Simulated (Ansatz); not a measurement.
# FeGe: relaxation of cell and atoms with PBE

FeGe:

```xyz
8
Lattice="4.6890 0.0000 0.0000 0.0000 4.6890 0.0000 0.0000 0.0000 4.6890" Properties=species:S:1:pos:R:3 pbc="T T T"
Ge    0.7409    1.6036    3.0854
Ge    1.6036    3.0854    0.7409
Ge    3.0854    0.7409    1.6036
Ge    3.9481    3.9481    3.9481
Fe    4.0560    2.9775    1.7115
Fe    2.9775    1.7115    4.0560
Fe    1.7115    4.0560    2.9775
Fe    0.6330    0.6330    0.6330
```

```yaml
Program: Ansatz 0.2.0
Task: relaxation of cell and atoms
Functional: PBE
Potentials_or_basis: PseudoDojo standard (PBE files)
Cutoff: 1225 eV
Density_cutoff: 4898 eV
k_mesh: 6 × 6 × 6
Occupations: fermi-dirac, width 0.05 eV
Spin: collinear spin, ferromagnetic start
Starting_moments: "[0.0, 0.0, 0.0, 0.0, 3.0, 3.0, 3.0, 3.0] μB"
```

* Relaxed volume: 12.74 Å³/atom
* Relaxed cell: a = 4.671 Å, b = 4.671 Å, c = 4.671 Å, α = 90.00°, β = 90.00°, γ = 90.00°
* Space group after relaxing (to 0.05 Å): P2_13 (No. 198)
* Energy gained by relaxing: 0.8 meV/atom
* Ionic steps: 4
* Pressure after relaxing: 0.0 GPa
* Largest force after relaxing: 0.008 eV/Å
* Band gap on the k mesh: none (metal or under the smearing width)
* Net moment: 4.53 μB per cell
* Absolute moment: 5.80 μB per cell
* Site moments: Ge -0.06; Fe +1.27 μB

Forces in eV/Å, atoms in the order of the input:
```
Ge   0.003 -0.003  0.003
Ge  -0.003  0.003  0.003
Ge   0.003  0.003 -0.003
Ge  -0.003 -0.003 -0.003
Fe   0.005 -0.005  0.005
Fe  -0.005  0.005  0.005
Fe   0.005  0.005 -0.005
Fe  -0.005 -0.005 -0.005
```

The path:
```csv
step,energy change (eV),largest force (eV/Å),volume (Å³)
1,0.0000,0.0559,103.10
2,-0.0060,0.0299,102.28
3,-0.0069,0.0081,101.93
4,-0.0065,0.0083,101.93
```

Final structure:
```
Ge Fe
1.0
     4.67123    0.00000    0.00000
     0.00000    4.67123    0.00000
     0.00000    0.00000    4.67123
Ge Fe
4 4
Direct
  0.15809 0.34191 0.65809
  0.34191 0.65809 0.15809
  0.65809 0.15809 0.34191
  0.84191 0.84191 0.84191
  0.86518 0.63482 0.36518
  0.63482 0.36518 0.86518
  0.36518 0.86518 0.63482
  0.13482 0.13482 0.13482
```

Levels at points of the mesh, in eV from the Fermi level:
Spin up:
| k point | band 60 | band 61 | band 62 | band 63 | band 64 | band 65 |
| --- | --- | --- | --- | --- | --- | --- |
| (0.00, 0.00, 0.00) | -0.99 | -0.44 | -0.44 | -0.44 | 1.71 | 1.71 |
| (0.00, 0.00, -0.50) | -0.90 | -0.71 | -0.71 | 0.73 | 0.73 | 0.78 |
| (0.00, -0.50, -0.50) | -1.19 | -0.24 | -0.24 | 0.05 | 0.05 | 1.36 |
| (-0.50, -0.50, -0.50) | -1.20 | -0.56 | -0.56 | -0.56 | -0.56 | 4.29 |
Spin down:
| k point | band 54 | band 55 | band 56 | band 57 | band 58 | band 59 | band 60 | band 61 | band 62 | band 63 |
| --- | --- | --- | --- | --- | --- | --- | --- | --- | --- | --- |
| (0.00, 0.00, 0.00) | -1.40 | -1.40 | 0.17 | 0.17 | 0.17 | 0.32 | 0.32 | 1.03 | 1.03 | 1.03 |
| (0.00, 0.00, -0.50) | -1.31 | -0.61 | -0.61 | 0.06 | 0.06 | 0.35 | 0.35 | 0.69 | 0.69 | 1.77 |
| (0.00, -0.50, -0.50) | -0.80 | -0.54 | -0.54 | -0.54 | -0.54 | 0.09 | 0.09 | 1.00 | 1.00 | 1.25 |
| (-0.50, -0.50, -0.50) | -0.24 | -0.24 | -0.24 | -0.14 | -0.14 | -0.14 | -0.14 | 0.86 | 0.86 | 0.86 |

Run time: 3.2 min on 4 threads of Arm Neoverse V2, with other jobs on the host, peak memory 1.7 GiB.

Caveat: the plane-wave basis is chosen anew once the cell has moved, so the energies of steps on either side of that aren't comparable.
